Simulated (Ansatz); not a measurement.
# GaAs: the cost of one run

Computed with Ansatz 0.2.0 (DFT LDA, scalar-relativistic, plane waves, PAW, unless a step's input says otherwise).

2 further runs of the same task are left out: 2 set aside as unsound or not needed.

**1. The starting structure**

The structure is cubic, space group F-43m (No. 216). The conventional cell has a = 5.603 Å, b = 5.603 Å, c = 5.603 Å, α = 90.00°, β = 90.00°, γ = 90.00°. Ga (site symmetry -43m) is surrounded by 4 As at 2.43 Å. As (site symmetry -43m) has 4 Ga at 2.43 Å as nearest neighbours.

Coordinates:

```xyz
2
Lattice="0.0000 2.8016 2.8016 2.8016 0.0000 2.8016 2.8016 2.8016 0.0000" Properties=species:S:1:pos:R:3 pbc="T T T"
Ga    0.0000    0.0000    0.0000
As    4.2024    4.2024    4.2024
```

It is the result of an earlier relaxation at this level (volume 21.99 Å³/atom; gap on the mesh: 0.49 eV).

**2. The cell under 12 GPa**

At a set pressure the run lowers the enthalpy E + PV, so the energy alone may rise along the way.

Contents of input.yaml:

```yaml
crystal:
  lattice:
    - [0.0, 2.8015748656, 2.8015748656]
    - [2.8015748656, 0.0, 2.8015748656]
    - [2.8015748656, 2.8015748656, 0.0]
  atoms:
    - { symbol: Ga, position: [0.0, 0.0, 0.0] }
    - { symbol: As, position: [0.75, 0.75, 0.75] }
basis:
  ecutwfc: 420
kpoints:
  mp_grid: { grid: [12, 12, 12] }
hamiltonian:
  xc: lda
scf:
  occupations: { method: fixed }
output:
  forces: true
  stress: true
  eigenvalues: true
  write_density: true
  write_potential: true
  elf: true
  volumetric_format: npy
relax:
  adjacent_minimum: "off"
  f_tol: 0.001
  max_steps: 60
  cell: { stress_tol: 0.02, p_target: 12.0 }
```

The run is started by

```sh
$ ansatz run input.yaml --threads 1 --pin off --max-ram 3072MiB --backend cpu --events-out ev --progress --plain --runs-dir out
```

**Question.** How long does this run take on 1 thread of Intel Xeon Platinum 8488C (Sapphire Rapids), shared host, and how much memory does it need?

About 47 s, with a peak of 0.41 GiB.
